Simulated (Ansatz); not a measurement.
# ReOs: squeezing one contact

One table from this session's results is given with a row withheld; the runs are named, their logs left out.

Program: Ansatz 0.2.0. Level of theory: DFT LDA, with the methods named in each step. These are calculated values, not measurements.

5 further runs of the same task are left out: 4 that didn't finish, 1 set aside as unsound or not needed.

## Starting point

It takes space group P-6m2 (No. 187, hexagonal). Conventional cell: a = 2.757 Å, b = 2.757 Å, c = 4.382 Å, α = 90.00°, β = 90.00°, γ = 120.00°. Re (site symmetry -6m2) is surrounded by 6 Os at 2.71 Å and 6 Re at 2.76 Å. Os (site symmetry -6m2) has 6 Re at 2.71 Å and 6 Os at 2.76 Å as nearest neighbours.

As a file:

```cif
data_structure
_symmetry_space_group_name_H-M 'P 1'
_symmetry_Int_Tables_number 1
_cell_length_a 2.7573
_cell_length_b 2.7573
_cell_length_c 4.3824
_cell_angle_alpha 90.000
_cell_angle_beta 90.000
_cell_angle_gamma 120.000
_cell_volume 28.86
loop_
_atom_site_label
_atom_site_type_symbol
_atom_site_fract_x
_atom_site_fract_y
_atom_site_fract_z
_atom_site_occupancy
Re1 Re 0.66667 0.33333 0.50000 1
Os1 Os 0.00000 0.00000 0.00000 1
```

Atoms are numbered in the order of the input: Re1, Os2.

The first run:

input.yaml

```yaml
crystal:
  lattice:
    - [2.7573303527, 0.0, 0.0]
    - [-1.3786651764, 2.3879181321, 0.0]
    - [0.0, 0.0, 4.38242818]
  atoms:
    - { symbol: Re, position: [0.6666666667, 0.3333333333, 0.5] }
    - { symbol: Os, position: [0.0, 0.0, 0.0] }
kpoints:
  mp_grid: { grid: [12, 12, 7] }
scf:
  occupations: { method: fermi_dirac, width: 0.05 }
hamiltonian:
  xc: lda
  pseudopotentials: { kind: all_electron, lapw: { basis_error: 0.001 } }
output:
  forces: true
  stress: true
  eigenvalues: true
  populations: true
```

Launch:

```bash
> ansatz run input.yaml --threads 1 --pin off --max-ram 2048MiB --backend cpu --events-out ev --progress --plain --runs-dir out
```

Steps of the session up to this table: The bond as given, LAPW; Shortest bond scaled by 1, norm-conserving; Shortest bond scaled by 0.76, LAPW.

One of the session's tables, all rows but one given; the rest of the session is left out.

```
              method  length (Å)  F from the given length (eV/cell)  force along the bond (eV/Å)  pressure (GPa)  largest force (eV/Å)
                LAPW       2.058                              3.423                       14.898           63.74                15.392
                LAPW       2.708                                  ?                            ?               ?                     ?
                 PAW       1.571                             23.886                       98.764          359.20                98.930
                 PAW       1.733                             12.479                       48.477          209.44                48.741
                 PAW       1.896                              6.648                       26.041          120.91                26.499
                 PAW       2.058                              3.421                       14.903           63.91                15.397
                 PAW       2.708                              0.000                        0.000          -12.73                 0.000
PAW (level accurate)       1.571                                  –                       94.497          347.28                94.674
     norm-conserving       2.708                              0.000                        0.000          -13.50                 0.000
```

Estimate the missing values for LAPW, 2.708.

The run gave: F from the given length (eV/cell): 0.000; force along the bond (eV/Å): 0.000; pressure (GPa): -12.67; largest force (eV/Å): 0.000.

To keep in mind: Warnings in the runs' records: gradients without spin orbit, pseudo functional mismatch.
